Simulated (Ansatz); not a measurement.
# CF6Si: how energies converge with the basis set

One table from this session's results is given with a row withheld; the runs are named, their logs left out.

The runs use Ansatz 0.2.0, Gaussian basis; one geometry, several basis sets.

Levels to be run: PBE0-D4/def2-SVP; ωB97M-V/def2-SVP; PBE0-D4/def2-QZVPP; ωB97M-V/def2-QZVPP; the functionals' def2-TZVPP values are taken from earlier runs.

## Structure used throughout

An earlier PBE0-D4 in a triple-zeta def2 set relaxation fixed the geometry.

8 atoms, charge 0, spin multiplicity 1.

Atoms are counted from 1 here; the program's logs count them from 0.

Bond lengths: F1–C2 1.340 Å, C2–F3 1.340 Å, C2–F4 1.340 Å, C2–Si5 1.912 Å, Si5–F6 1.565 Å, Si5–F7 1.565 Å, Si5–F8 1.565 Å. Angles: F1–C2–F3 107.6°, F1–C2–F4 107.6°, F1–C2–Si5 111.3°, F3–C2–F4 107.6°, F3–C2–Si5 111.3°, F4–C2–Si5 111.3°, C2–Si5–F6 109.2°, C2–Si5–F7 109.2°, C2–Si5–F8 109.2°, F6–Si5–F7 109.7°, F6–Si5–F8 109.7°, F7–Si5–F8 109.7°.

The first run:

The input, in.yaml:

```yaml
crystal:
  periodic: [false, false, false]
  atoms:
    - {symbol: F, position_ang: [-1.881745, -0.051592, 0.283420]}
    - {symbol: C, position_ang: [-0.617956, -0.211836, 0.698352]}
    - {symbol: F, position_ang: [-0.485510, -1.478135, 1.115444]}
    - {symbol: F, position_ang: [-0.435176, 0.585800, 1.759204]}
    - {symbol: Si, position_ang: [0.626291, 0.192765, -0.695895]}
    - {symbol: F, position_ang: [0.428316, 1.677901, -1.149117]}
    - {symbol: F, position_ang: [2.083710, -0.005529, -0.160309]}
    - {symbol: F, position_ang: [0.374170, -0.766473, -1.906899]}
basis:
  gaussian: {orbitals: def2-SVP}
hamiltonian: {xc: pbe0, dispersion: d4}
output: {orbitals: {seedname: orbitals}}
```

Run with:

```console
> ansatz run in.yaml --threads 4 --pin off --events-out ev --progress --plain --max-ram 11315MiB
```

Steps of the session up to this table: PBE0-D4 in def2-SVP; ωB97M-V in def2-SVP; PBE0-D4 in def2-QZVPP; ωB97M-V in def2-QZVPP.

One of the session's tables, all rows but one given; the rest of the session is left out.

It belongs to the step «Density functionals: the series». 

```
functional       basis  HOMO (eV)  LUMO (eV)
   PBE0-D4    def2-SVP     -10.45       0.97
   PBE0-D4  def2-TZVPP     -10.59       0.63
   PBE0-D4  def2-QZVPP     -10.63       0.35
   ωB97M-V    def2-SVP     -12.74       2.81
   ωB97M-V  def2-TZVPP          ?          ?
   ωB97M-V  def2-QZVPP     -12.97       1.83
```

Q: Estimate the row for ωB97M-V, def2-TZVPP from the others.

As computed: HOMO (eV): -12.92; LUMO (eV): 2.38. In the column «HOMO (eV)» it lies between ωB97M-V, def2-QZVPP (-12.97) and ωB97M-V, def2-SVP (-12.74).
